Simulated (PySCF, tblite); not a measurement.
# C₂H₁₃GeNSi₂: geometry, infrared bands and NMR shifts

What infrared bands and NMR shifts should C₂H₁₃GeNSi₂ (`[CH3][Ge@@]([NH2])([SiH3])[CH2][SiH3]`) show?

Computed with tblite 0.8.0 and PySCF 2.14.0, with density-fitted response routines of our own, on a single molecule in the gas phase. Atoms count from 0, in the outputs and in this text.

## 1. The starting structure

19 atoms, charge 0, multiplicity 1; geometry from: force field or distance geometry start.

Bonds of the start (Å): C0–Ge1 1.94, Ge1–N2 1.86, Ge1–Si3 2.31, Ge1–C4 1.96, C4–Si5 1.87, C0–H6 1.11, C0–H7 1.11, C0–H8 1.11, N2–H9 1.05, N2–H10 1.06, Si3–H11 1.48, Si3–H12 1.45, Si3–H13 1.46, C4–H14 1.10, C4–H15 1.11, Si5–H16 1.46, Si5–H17 1.48, Si5–H18 1.47.

## 2. Geometry optimisation with GFN2-xTB

The job: settings as JSON, then the geometry in Å.

```
{"job": {"kind": "relax", "xc": "GFN2-xTB", "basis": "xTB"}, "charge": 0, "multiplicity": 1}
C     -0.081300     2.026600    -0.204400
Ge    -0.603400     0.260000     0.400500
N     -2.008000     0.407500     1.612400
Si    -1.281500    -1.004700    -1.409600
C      0.897100    -0.605700     1.320900
Si     2.370000    -0.719900     0.171400
H      0.306200     2.619100     0.647100
H     -0.972700     2.546000    -0.621100
H      0.695100     1.938900    -0.985900
H     -2.301600    -0.561800     1.874200
H     -2.819200     0.820500     1.075100
H     -1.610000    -2.375200    -0.945000
H     -0.203400    -1.066500    -2.384200
H     -2.465600    -0.394700    -2.008200
H      0.594400    -1.615600     1.630300
H      1.171100    -0.009200     2.221200
H      2.026000    -1.503500    -1.013400
H      3.479800    -1.385500     0.882000
H      2.797300     0.632900    -0.223100
```

On the command line:

```sh
$ OMP_NUM_THREADS=1 python probes_run.py task.json out
```

The driver reads the jobs from task.json and runs them one after another.

**Question.** This job is followed by: GFN2-xTB harmonic vibrations, gas phase; GIAO PBE0/pcSseg-1 NMR shielding, non-relativistic, gas phase. Predict these results of the whole session: strongest single infrared mode (GFN2-xTB); zero-point energy (GFN2-xTB); 13C shifts against TMS (PBE0/pcSseg-1); 1H shifts against TMS (PBE0/pcSseg-1, means over atoms taken as alike); 73Ge shifts against GeMe4 (PBE0/pcSseg-1); 15N shifts against NH3 (PBE0/pcSseg-1); 29Si shifts against TMS (PBE0/pcSseg-1).

The runs gave:

| quantity | value |
| --- | --- |
| strongest single infrared mode (GFN2-xTB) | 2231 cm⁻¹, 504 km/mol |
| zero-point energy (GFN2-xTB) | 84.1 kcal/mol |
| 13C shifts against TMS (PBE0/pcSseg-1) | 2.5, -0.5 ppm |
| 1H shifts against TMS (PBE0/pcSseg-1, means over atoms taken as alike) | 3.97, 3.41, 0.44, 0.28, 0.23, -0.31 ppm |
| 73Ge shifts against GeMe4 (PBE0/pcSseg-1) | 7 ppm |
| 15N shifts against NH3 (PBE0/pcSseg-1) | 18.2 ppm |
| 29Si shifts against TMS (PBE0/pcSseg-1) | -76.7, -115.7 ppm |

What this shows: Over 64 steps the energy fell by 0.298 eV; of the close pairs, Ge1–Si3 changed most, 2.310 to 2.371 Å. The lowest mode is slightly imaginary (16i cm⁻¹), a soft motion within the noise of the Hessian, so the minimum is not strictly shown. Unscaled tight-binding wavenumbers are off by several per cent, some by more. Its intensities can rank the bands wrongly. At PBE0/pcSseg-1: The largest span, 137 ppm, is at Ge1, where the paramagnetic term is -1435 ppm. Spin-orbit coupling is left out, which matters for shieldings and couplings at and beside the heavy atoms.
